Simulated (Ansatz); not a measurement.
# Ga2O: the cost of one run

Method: DFT PBEsol, scalar-relativistic, plane waves, PAW, in Ansatz 0.2.0.

7 further runs of the same task are left out: 1 that didn't finish, 6 set aside as unsound or not needed.

## (1) The structure to begin with

It takes space group P-3m1 (No. 164, trigonal). Conventional cell: a = 3.034 Å, b = 3.034 Å, c = 11.544 Å, α = 90.00°, β = 90.00°, γ = 120.00°. Ga (site symmetry 3m) is surrounded by 3 O at 1.93 Å. Ga (site symmetry 3m) is surrounded by 1 O at 2.53 Å. Around O (site symmetry 3m) lie 4 Ga at 1.93 to 2.53 Å.

As a file:

```cif
data_structure
_symmetry_space_group_name_H-M 'P-3m1'
_symmetry_Int_Tables_number 164
_cell_length_a 3.0336
_cell_length_b 3.0336
_cell_length_c 11.5444
_cell_angle_alpha 90.000
_cell_angle_beta 90.000
_cell_angle_gamma 120.000
_cell_volume 92.01
loop_
_atom_site_label
_atom_site_type_symbol
_atom_site_symmetry_multiplicity
_atom_site_Wyckoff_symbol
_atom_site_fract_x
_atom_site_fract_y
_atom_site_fract_z
_atom_site_occupancy
Ga1 Ga 2 c 0.00000 0.00000 0.39206 1
Ga2 Ga 2 d 0.66667 0.33333 0.10209 1
O1 O 2 d 0.66667 0.33333 0.32098 1
```

The cell was made up by rule, so the compound may not exist in this form.

This cell was relaxed beforehand with the same method: volume 15.33 Å³/atom, gap on the mesh none (metal).

The cell was built by a swap of B by Ga in B2O; it need not be the stable form of this composition.

## (2) The cell at 0.98 of its volume

input.yaml

```yaml
crystal:
  lattice:
    - [3.0132350017, 0.0, 0.0]
    - [-1.5066175009, 2.6095380591, 0.0]
    - [0.0, 0.0, 11.4668907047]
  atoms:
    - { symbol: Ga, position: [0.0, 0.0, 0.3920579641] }
    - { symbol: Ga, position: [0.0, 0.0, 0.6079420359] }
    - { symbol: Ga, position: [0.6666666667, 0.3333333333, 0.1020915016] }
    - { symbol: Ga, position: [0.3333333333, 0.6666666667, 0.8979084984] }
    - { symbol: O, position: [0.6666666667, 0.3333333333, 0.3209844182] }
    - { symbol: O, position: [0.3333333333, 0.6666666667, 0.6790155818] }
basis:
  ecutwfc: 420
kpoints:
  mp_grid: { grid: [12, 12, 4] }
hamiltonian:
  xc: pbesol
scf:
  occupations: { method: fermi_dirac, width: 0.15 }
output:
  forces: true
  stress: true
  eigenvalues: true
  write_density: true
  write_potential: true
  elf: true
  volumetric_format: npy
relax:
  adjacent_minimum: "off"
  f_tol: 0.001
  max_steps: 60
  cell: { stress_tol: 0.01, fix: [volume] }
```

Launch:

```sh
$ ansatz run input.yaml --threads 2 --pin off --max-ram 7168MiB --backend cpu --events-out ev --progress --plain --runs-dir out
```

**Question.** How long does this run take on 2 threads of Intel Xeon at 2.50GHz (Skylake/Cascade Lake), shared host, and how much memory does it need?

About 2.3 min, with a peak of 0.55 GiB.
